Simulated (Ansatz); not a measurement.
**BGeH₃S (SMILES [BH]1[S][GeH2]1): single points off equilibrium**

The task here is to estimate one member of a computed series from the others.

Program: Ansatz 0.2.0, Gaussian basis. Level of theory: single points in def2-TZVPP. These are calculated values, not measurements.

Correlated methods freeze the cores. Filled d shells of the heavier atoms are correlated.

## The starting structure

SMILES `[BH]1[S][GeH2]1`, 6 atoms, charge 0, spin multiplicity 1.

Atoms are counted from 1 here; the program's logs count them from 0.

Bond lengths: B1–S2 1.751 Å, B1–Ge3 2.103 Å, B1–H4 1.283 Å, S2–Ge3 2.567 Å, Ge3–H5 1.577 Å, Ge3–H6 1.644 Å. Angles: S2–B1–Ge3 83.0°, S2–B1–H4 141.5°, Ge3–B1–H4 134.7°, B1–S2–Ge3 54.4°, B1–Ge3–S2 42.6°, B1–Ge3–H5 123.3°, B1–Ge3–H6 117.0°, S2–Ge3–H5 95.1°, S2–Ge3–H6 91.5°, H5–Ge3–H6 94.1°.

As a file:

```tsv
atom	x (Å)	y (Å)	z (Å)
B1	-0.68370	-1.04320	-0.14780
S2	0.92480	-1.25650	0.51070
Ge3	-0.10980	0.97950	-0.20920
H4	-1.68080	-1.71230	-0.60100
H5	1.17500	1.49230	-0.96580
H6	0.30620	1.67990	1.21900
```

The first run:

run/in.yaml

```yaml
crystal:
  periodic: [false, false, false]
  atoms:
    - {symbol: B, position_ang: [-0.683700, -1.043200, -0.147800]}
    - {symbol: S, position_ang: [0.924800, -1.256500, 0.510700]}
    - {symbol: Ge, position_ang: [-0.109800, 0.979500, -0.209200]}
    - {symbol: H, position_ang: [-1.680800, -1.712300, -0.601000]}
    - {symbol: H, position_ang: [1.175000, 1.492300, -0.965800]}
    - {symbol: H, position_ang: [0.306200, 1.679900, 1.219000]}
basis:
  gaussian: {orbitals: def2-TZVPP}
correlation: {method: ccsd_t}
output: {forces: true}
```

No record of the launch command was kept for these runs.

Among the steps run: CCSD(T)/def2-TZVPP; PBE0-D4/def2-TZVPP; wB97M-V/def2-TZVPP; r2SCAN-D4/def2-TZVPP; PBE-D4/def2-TZVPP; revPBE-D4/def2-TZVPP; BLYP-D4/def2-TZVPP.

One table of the session follows, with a row left open; its other results are not shown here.

```
   method  RMS force component (eV/Å)  angle to CCSD(T) forces (°)  dipole (D)
  CCSD(T)                       0.969                    reference        1.37
  PBE0-D4                       0.981                          7.8        1.59
  wB97M-V                       1.073                          8.0        1.69
r2SCAN-D4                       0.949                          5.4        1.41
   PBE-D4                       0.816                          6.6        1.32
revPBE-D4                       0.795                          7.1        1.34
  BLYP-D4                           ?                            ?           ?
```

Q: Estimate the row for BLYP-D4 from the others.

As computed: RMS force component (eV/Å): 0.813; angle to CCSD(T) forces (°): 11.8; dipole (D): 1.35. In the column «RMS force component (eV/Å)» it lies between revPBE-D4 (0.795) and PBE-D4 (0.816).
